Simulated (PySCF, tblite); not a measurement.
# C₅H₉F₃N₂: geometry, infrared bands and NMR shifts

What infrared bands and NMR shifts should C₅H₉F₃N₂ (`C=CCN(N)CC(F)(F)F`) show?

Computed with tblite 0.8.0 and PySCF 2.14.0, with density-fitted response routines of our own, on a single molecule in the gas phase. Atoms count from 0, in the outputs and in this text.

**1. Starting geometry**

19 atoms, charge 0, multiplicity 1; geometry from: force field or distance geometry start.

Bonds of the start (Å): C0–C1 1.34, C1–C2 1.51, C2–N3 1.47, N3–N4 1.46, N3–C5 1.50, C5–C6 1.54, C6–F7 1.36, C6–F8 1.35, C6–F9 1.34, C0–H10 1.08, C0–H11 1.10, C1–H12 1.10, C2–H13 1.10, C2–H14 1.11, N4–H15 1.03, N4–H16 1.03, C5–H17 1.10, C5–H18 1.10.

**2. Relaxing the molecule with GFN2-xTB**

The job: settings as JSON, then the geometry in Å.

```
{"job": {"kind": "relax", "xc": "GFN2-xTB", "basis": "xTB"}, "charge": 0, "multiplicity": 1}
C     -2.368600    -1.012500    -0.023400
C     -1.735100     0.168200    -0.042000
C     -0.536600     0.478700    -0.902500
N      0.669300     0.938300    -0.199800
N      0.417100     2.180500     0.529300
C      1.184300    -0.085800     0.762900
C      1.630800    -1.434800     0.179900
F      2.255000    -2.173000     1.141700
F      0.598300    -2.176300    -0.272900
F      2.505100    -1.287300    -0.828700
H     -2.074100    -1.837900    -0.659000
H     -3.233200    -1.171200     0.632800
H     -2.082600     0.962200     0.631400
H     -0.288800    -0.370500    -1.550400
H     -0.851400     1.283000    -1.602300
H      1.294500     2.579600     0.880600
H      0.063000     2.897300    -0.120500
H      2.077700     0.336300     1.247500
H      0.465700    -0.265700     1.576400
```

The run is started by

```console
$ OMP_NUM_THREADS=1 python probes_run.py task.json out
```

The driver reads the jobs from task.json and runs them one after another.

**Question.** This job is followed by: GFN2-xTB harmonic vibrations, gas phase; GIAO PBE0/pcSseg-1 NMR shielding, non-relativistic, gas phase. What will the session give for the following? strongest single infrared mode (GFN2-xTB); zero-point energy (GFN2-xTB); 13C shifts against TMS (PBE0/pcSseg-1); 1H shifts against TMS (PBE0/pcSseg-1, means over atoms taken as alike); 15N shifts against NH3 (PBE0/pcSseg-1); 19F shifts against CFCl3 (PBE0/pcSseg-1, means over atoms taken as alike); surface potential, 1st and 99th percentile.

As calculated:

| quantity | value |
| --- | --- |
| strongest single infrared mode (GFN2-xTB) | 1055 cm⁻¹, 315 km/mol |
| zero-point energy (GFN2-xTB) | 89.1 kcal/mol |
| 13C shifts against TMS (PBE0/pcSseg-1) | 134.3, 134.3, 131.1, 64.1, 60.5 ppm |
| 1H shifts against TMS (PBE0/pcSseg-1, means over atoms taken as alike) | 6.17, 5.86, 5.73, 3.61, 3.52, 3.50 ppm |
| 15N shifts against NH3 (PBE0/pcSseg-1) | 104.9, 78.7 ppm |
| 19F shifts against CFCl3 (PBE0/pcSseg-1, means over atoms taken as alike) | -84.9 ppm |
| surface potential, 1st and 99th percentile | -1.27 V and 1.59 V |

**Reading.** Over 220 steps the energy fell by 0.327 eV; of the close pairs, N3–N4 changed most, 1.462 to 1.413 Å. All 51 modes are real, so the xTB geometry is a minimum. The strongest single mode, at 1055 cm⁻¹, is spread over many atoms; the largest shares are those of C6, F7. Unscaled tight-binding wavenumbers are off by several per cent, some by more. Its intensities can rank the bands wrongly. The most deshielded carbon is C1 (alkene CH), at 134.3 ppm: as expected for a trigonal carbon in a double bond. H12 (hydrogen on an alkene CH) lies farthest downfield among hydrogen, at 6.17 ppm; olefinic region. At PBE0/pcSseg-1: The largest span, 246 ppm, is at C1, where the paramagnetic term is -208 ppm.
